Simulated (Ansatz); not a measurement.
# VCl4 radical: one species, many methods

The task here is to estimate one member of a computed series from the others.

Program: Ansatz 0.2.0, Gaussian basis. Level of theory: functionals in def2-TZVPP, the program's frozen cores in correlated methods. These are calculated values, not measurements.

The runs, in order: LDA (SPW92), PBE-D4, revPBE-D4, BLYP-D4, r2SCAN-D4, B97M-V, PBE0-D4, B3LYP-D4, r2SCANh-D4, r2SCAN0-D4, HSE06-D4, BHLYP-D4, CAM-B3LYP-D4, LC-ωPBE, ωB97X-V, ωB97M-V, B2PLYP, PBE-QIDH; CCSD(T)/def2-SVP; CCSD(T)/def2-TZVPP; MP2/def2-QZVPP; extrapolation to the limit; RPA on PBE.

## Structure used throughout

An earlier PBE0-D4 in a triple-zeta def2 set relaxation fixed the geometry.

SMILES `[Cl][V]([Cl])([Cl])[Cl]`, 5 atoms, charge 0, spin multiplicity 2.

Atoms are counted from 1 here; the program's logs count them from 0.

Bond lengths: Cl1–V2 2.124 Å, V2–Cl3 2.124 Å, V2–Cl4 2.124 Å, V2–Cl5 2.124 Å. Angles: Cl1–V2–Cl3 106.8°, Cl1–V2–Cl4 110.8°, Cl1–V2–Cl5 110.9°, Cl3–V2–Cl4 110.9°, Cl3–V2–Cl5 110.8°, Cl4–V2–Cl5 106.8°.

As a file:

```csv
atom,x (Å),y (Å),z (Å)
Cl1,-0.9354,-0.0747,1.9052
V2,0.0000,0.0000,0.0000
Cl3,1.6984,-1.2711,0.1005
Cl4,-1.3370,-0.6406,-1.5206
Cl5,0.5740,1.9863,-0.4851
```

Set-up of the first run:

Contents of in.yaml:

```yaml
crystal:
  periodic: [false, false, false]
  atoms:
    - {symbol: Cl, position_ang: [-0.935357, -0.074686, 1.905201]}
    - {symbol: V, position_ang: [-0.000008, 0.000023, 0.000017]}
    - {symbol: Cl, position_ang: [1.698366, -1.271060, 0.100482]}
    - {symbol: Cl, position_ang: [-1.337038, -0.640568, -1.520577]}
    - {symbol: Cl, position_ang: [0.574037, 1.986302, -0.485124]}
basis:
  gaussian: {orbitals: def2-TZVPP}
magnetization: {spin_polarized: true, initial_magnetization: 1}
hamiltonian: {xc: lda}
output: {orbitals: {seedname: orbitals}}
```

Started as:

```
ansatz run in.yaml --threads 2 --pin off --events-out ev --progress --plain --max-ram 32768MiB --backend cpu
```

Among the steps run: LDA; PBE-D4 (GGA); revPBE-D4 (GGA); BLYP-D4 (GGA); r2SCAN-D4 (meta-GGA); B97M-V (meta-GGA); B3LYP-D4 (hybrid); r2SCANh-D4 (hybrid); r2SCAN0-D4 (hybrid); HSE06-D4 (hybrid); BHLYP-D4 (hybrid); CAM-B3LYP-D4 (range-separated); LC-ωPBE (range-separated); ωB97X-V (range-separated); ωB97M-V (range-separated); B2PLYP (double hybrid); PBE-QIDH (double hybrid).

One of the session's tables, all rows but one given; the rest of the session is left out.

It belongs to the step «Orbital energies across the functionals». 

| functional | HOMO (eV) | LUMO (eV) | gap (eV) |
| --- | --- | --- | --- |
| LDA (SPW92) | -5.59 | -5.70 | -0.11 |
| PBE-D4 | -5.66 | -5.53 | 0.13 |
| revPBE-D4 | -5.64 | -5.47 | 0.16 |
| BLYP-D4 | -5.55 | -5.37 | 0.18 |
| r2SCAN-D4 | -6.35 | -5.74 | 0.60 |
| B97M-V | -6.56 | -5.84 | 0.72 |
| PBE0-D4 | -8.12 | -4.85 | 3.26 |
| B3LYP-D4 | -7.69 | -5.01 | 2.67 |
| r2SCANh-D4 | -7.26 | -5.45 | 1.81 |
| r2SCAN0-D4 | -8.56 | -4.97 | 3.59 |
| HSE06-D4 | -7.70 | -5.23 | 2.47 |
| BHLYP-D4 | -10.21 | -3.86 | 6.35 |
| CAM-B3LYP-D4 | -9.66 | -3.79 | 5.87 |
| LC-ωPBE | ? | ? | ? |
| ωB97X-V | -10.74 | -2.78 | 7.96 |
| ωB97M-V | -10.59 | -2.72 | 7.86 |

Q: Estimate the row for LC-ωPBE from the others.

The run gave: HOMO (eV): -11.07; LUMO (eV): -2.85; gap (eV): 8.22. In the column «HOMO (eV)» it is the lowest.

To keep in mind: A negative gap means that an empty level lies below a filled one: whole occupations of an open shell aren't an aufbau state there.
